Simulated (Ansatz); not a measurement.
# B3ClH4: the cost of one run

All numbers below are computed with Ansatz 0.2.0 (RKS PBE/def2-SVP).

### Step 1. The starting structure

Bond lengths: B1–B2 1.640 Å, B2–B3 1.641 Å, B2–Cl4 1.737 Å, B1–H5 1.171 Å, B1–H6 1.172 Å, B3–H7 1.172 Å, B3–H8 1.172 Å. Angles: B1–B2–B3 115.6°, B1–B2–Cl4 122.4°, B3–B2–Cl4 122.0°, B2–B1–H5 122.0°, B2–B1–H6 122.4°, H5–B1–H6 115.4°, B2–B3–H7 122.3°, B2–B3–H8 122.1°, H7–B3–H8 115.5°.

Coordinates:

```xyz
8

B    -0.3560    1.2596   -0.5305
B    -0.3283   -0.3725   -0.3724
B     0.6254   -0.9527    0.8300
Cl   -1.2509   -1.4224   -1.4036
H    -1.0974    1.9287    0.0801
H     0.4139    1.8397   -1.1965
H     1.7583   -1.2020    0.6652
H     0.2350   -1.0784    1.9276
```

### Step 2. Relaxing end A

input.yaml reads:

```yaml
crystal:
  periodic: [false, false, false]
  atoms:
    - { symbol: B, position_ang: [-0.35604, 1.25957, -0.53052] }
    - { symbol: B, position_ang: [-0.32831, -0.37252, -0.37235] }
    - { symbol: B, position_ang: [0.62544, -0.9527, 0.83003] }
    - { symbol: Cl, position_ang: [-1.25086, -1.42237, -1.40362] }
    - { symbol: H, position_ang: [-1.09741, 1.92871, 0.08015] }
    - { symbol: H, position_ang: [0.4139, 1.83971, -1.1965] }
    - { symbol: H, position_ang: [1.75827, -1.20196, 0.66518] }
    - { symbol: H, position_ang: [0.23501, -1.07845, 1.92762] }
basis:
  gaussian: { orbitals: def2-SVP }
hamiltonian:
  xc: pbe
relax:
  f_tol: 0.015
  max_steps: 40
```

On the command line:

```sh
ansatz run input.yaml --threads 1 --pin off --max-ram 2048MiB --backend cpu --events-out ev --progress --plain --runs-dir out
```

What time and memory should one allow on 1 thread of Arm Neoverse N1, shared host?

About 38 s, with a peak of 0.15 GiB.
